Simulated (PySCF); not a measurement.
# C3H11PSSi2: electronic excitations

Aim: predict the electronic excitations of C3H11PSSi2 (`P[Si@H]1CCC[SiH2]S1`).

Computed with PySCF 2.14.0, with density-fitted response routines of our own, on a single molecule in the gas phase. Atoms are numbered from 0 throughout.

**1. Starting geometry**

18 atoms, charge 0, multiplicity 1; geometry from: GFN2-xTB.

Bonds of the start (Å): P0–Si1 2.25, Si1–C2 1.91, C2–C3 1.53, C3–C4 1.53, C4–Si5 1.90, Si5–S6 2.15, S6–Si1 2.16, P0–H7 1.38, P0–H8 1.38, Si1–H9 1.46, C2–H10 1.09, C2–H11 1.09, C3–H12 1.09, C3–H13 1.10, C4–H14 1.09, C4–H15 1.09, Si5–H16 1.46, Si5–H17 1.46.

**2. Ultraviolet spectrum: CAM-B3LYP/def2-SVPD**

What the job is given:

```
{"job": {"kind": "uv", "xc": "CAM-B3LYP", "basis": "def2-SVPD", "nstates": 8, "ntriplets": 3}, "charge": 0, "multiplicity": 1}
P      2.260041    -0.376008     1.451442
Si     1.344534    -0.753614    -0.566604
C     -0.421212    -1.393310    -0.230535
C     -1.270765    -0.429980     0.599865
C     -1.704164     0.811408    -0.182831
Si    -0.314897     2.049926    -0.575050
S      1.249715     1.083423    -1.694597
H      3.521320    -0.092949     0.961028
H      2.571726    -1.707721     1.668580
H      2.068314    -1.642932    -1.475718
H     -0.928959    -1.600576    -1.173539
H     -0.348460    -2.342971     0.302596
H     -2.166450    -0.958476     0.942269
H     -0.712424    -0.130441     1.493810
H     -2.185942     0.490404    -1.109671
H     -2.468221     1.336048     0.393689
H      0.269633     2.567247     0.660187
H     -0.772547     3.096840    -1.476578
```

Level: TDDFT CAM-B3LYP/def2-SVPD, vertical, gas phase, core orbitals frozen in the response.

Launch:

```sh
> OMP_NUM_THREADS=1 python probes_run.py task.json out
```

This one command runs all jobs of the session in turn.

What will the session give for the following? lowest singlet (CAM-B3LYP/def2-SVPD); brightest single state of those computed; lowest triplet. Wanted: lowest singlet; brightest single state of those computed; lowest triplet.

As calculated:

```
                                quantity                        value
    lowest singlet (CAM-B3LYP/def2-SVPD)  5.98 eV (207 nm), f = 0.018
brightest single state of those computed  state 5, 6.64 eV, f = 0.078
                          lowest triplet                      5.61 eV
```

In words: The lowest singlet, at 5.98 eV, is HOMO→LUMO+1 0.51, HOMO→LUMO 0.30 and is weak; of the 8 states computed, the strongest absorption comes from state 5 at 6.64 eV (the last state computed is bright too, and its partners may lie past the list). The lowest triplet lies 0.37 eV below the lowest singlet (triplets in Tamm-Dancoff, singlets in full TDDFT).
